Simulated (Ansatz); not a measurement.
The system is CsLiCr2Te2S3.

```
Cs Li Cr Te S
1.0
     3.31929    1.91639    6.87982
    -3.31929    1.91639    6.87982
     0.00000   -3.83279    6.87982
Cs Li Cr Te S
1 1 2 2 3
Direct
  0.00000 0.00000 0.00000
  0.50000 0.50000 0.50000
  0.79848 0.79848 0.79848
  0.20152 0.20152 0.20152
  0.67990 0.67990 0.67990
  0.32010 0.32010 0.32010
  0.13626 0.86374 0.50000
  0.50000 0.13626 0.86374
  0.86374 0.50000 0.13626
```

The cell was built by a generator and needn't be a form met in nature.

Base run:

| Quantity | Value |
| --- | --- |
| Program | Ansatz 0.2.0 |
| Functional | PBE |
| Potentials or basis | all-electron LAPW, scalar-relativistic |
| Cutoff | 305 eV (chosen from the basis error) |
| Basis error allowed | 0.002 eV/atom |
| k mesh | 4 × 4 × 4 |
| Occupations | fermi-dirac, width 0.05 eV |
| Spin | collinear spin, ferromagnetic start |
| Starting moments | [0.0, 0.0, 3.0, 3.0, 0.0, 0.0, 0.0, 0.0, 0.0] μB |
| Hubbard terms | Cr d U = 3 eV |

Its results: band gap on the k mesh none (metal or under the smearing width); pressure 2.5 GPa; net moment 4.11 μB per cell; site moments Cs -0.02; Li -0.00; Cr +2.99; Te -0.43; S -0.21 μB; largest force 1.004 eV/Å.

The run is repeated on the same cell with these changes: hubbard terms from Cr d U = 3 eV to none. What comes out?

Band gap on the k mesh none (metal or under the smearing width); pressure 0.0 GPa; net moment 4.00 μB per cell; site moments Cs -0.01; Li +0.01; Cr +2.24; Te -0.21; S -0.06 μB; largest force 0.020 eV/Å.

Caveats: the k mesh is thin for a metal, which can move the energy by tens of meV per atom; only a ferromagnetic start was run, and an antiferromagnetic order may lie lower in energy; the magnetic state may not be the lowest (some runs); U is the effective U less J, on atomic orbitals that reach past the spheres (some runs); forces of over 1 eV/Å show positions far from the minimum, so gaps and moduli don't describe the material at rest (some runs).
